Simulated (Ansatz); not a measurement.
# La (hcp type): how the settings move a single-point run

Aim: see which settings change the result for La (hcp type), by how much, and at what cost.

Computed with Ansatz 0.2.0 (reference: DFT, PBE, PAW with Ansatz's default frozen-core files, scalar-relativistic, unless a step's input says otherwise).

### 1 The structure to begin with

It takes space group P6_3/mmc (No. 194, hexagonal). The conventional cell has a = 3.780 Å, b = 3.780 Å, c = 6.103 Å, α = 90.00°, β = 90.00°, γ = 120.00°. La (site symmetry -6m2) has 12 La at 3.75 to 3.78 Å as nearest neighbours.

As a file:

```
CELL_PARAMETERS angstrom
-1.88986 3.27334 0.00000
0.00000 0.00000 6.10309
5.66958 3.27334 0.00000
ATOMIC_POSITIONS crystal
La 0.50000 0.25000 0.16667
La 0.00000 0.25000 0.66667
La 0.00000 0.75000 0.33333
La 0.50000 0.75000 0.83333
```

### 2 The reference run

input.yaml

```yaml
crystal:
  lattice:
    - [-1.8898613954, 3.2733359561, 0.0]
    - [0.0, 0.0, 6.1030882614]
    - [5.6695841862, 3.2733359561, 0.0]
  atoms:
    - { symbol: La, position: [0.5, 0.25, 0.166666667] }
    - { symbol: La, position: [0.0, 0.25, 0.666666667] }
    - { symbol: La, position: [0.0, 0.75, 0.333333333] }
    - { symbol: La, position: [0.5, 0.75, 0.833333333] }
kpoints:
  mp_grid: { grid: [11, 7, 6] }
scf:
  occupations: { method: fermi_dirac, width: 0.1 }
hamiltonian:
  xc: pbe
  pseudopotentials: { kind: paw }
output:
  forces: true
  stress: true
  eigenvalues: true
```

Launch:

```sh
ansatz run input.yaml --threads 2 --pin off --max-ram 4096MiB --backend cpu --events-out ev --progress --plain --runs-dir out
```

### 3 Changing settings: mp_grid.grid [16, 10, 9], xc_grid 2

Changes to input.yaml since step 2:

```diff
@@ -11,3 +11,3 @@
 kpoints:
-  mp_grid: { grid: [11, 7, 6] }
+  mp_grid: { grid: [16, 10, 9] }
 scf:
@@ -21 +21,3 @@
   eigenvalues: true
+basis:
+  xc_grid: 2
```

### 4 Variant: symmetry.detect false, xc_grid 1, ecutwfc 450 eV

Changes to input.yaml since step 2:

```diff
@@ -10,2 +10,3 @@
     - { symbol: La, position: [0.5, 0.75, 0.833333333] }
+  symmetry: { detect: false }
 kpoints:
@@ -21 +22,4 @@
   eigenvalues: true
+basis:
+  xc_grid: 1
+  ecutwfc: "450 eV"
```

What does the calculation give? Wanted: for each run, ending; energy change; pressure; gap; force.

**Answer**, as computed:

```tsv
run	ending	energy change	pressure (GPa)	gap (eV)	force (eV/Å)	cycles	time
reference	converged	0	0.0	0.00	0.00	6	19 s
1: mp_grid.grid [16, 10, 9], xc_grid 2	converged	+0.3 meV/atom	0.0	0.00	0.00	6	48 s
2: symmetry.detect false, xc_grid 1, ecutwfc 450 eV	converged	-0.1 meV/atom	0.0	0.00	0.00	6	78 s
```

Residual by cycle in the longest SCF loop of each run; runs are numbered as in the table. The quantity is the density residual dr2, in eV.

```tsv
cycle	reference	run 1	run 2
1	0.00357	0.00335	0.00356
2	0.00134	0.00136	0.00135
3	3.6e-5	5.0e-5	3.7e-5
4	2.7e-6	4.2e-6	3.1e-6
5	2.3e-7	5.2e-7	2.7e-7
6	6.8e-9	1.5e-8	3.7e-8
```

**Reading.** Of the converged runs whose energies compare with the reference's, «mp_grid.grid [16, 10, 9], xc_grid 2» moves the energy most (+0.3 meV/atom) and «symmetry.detect false, xc_grid 1, ecutwfc 450 eV» least (-0.1 meV/atom).
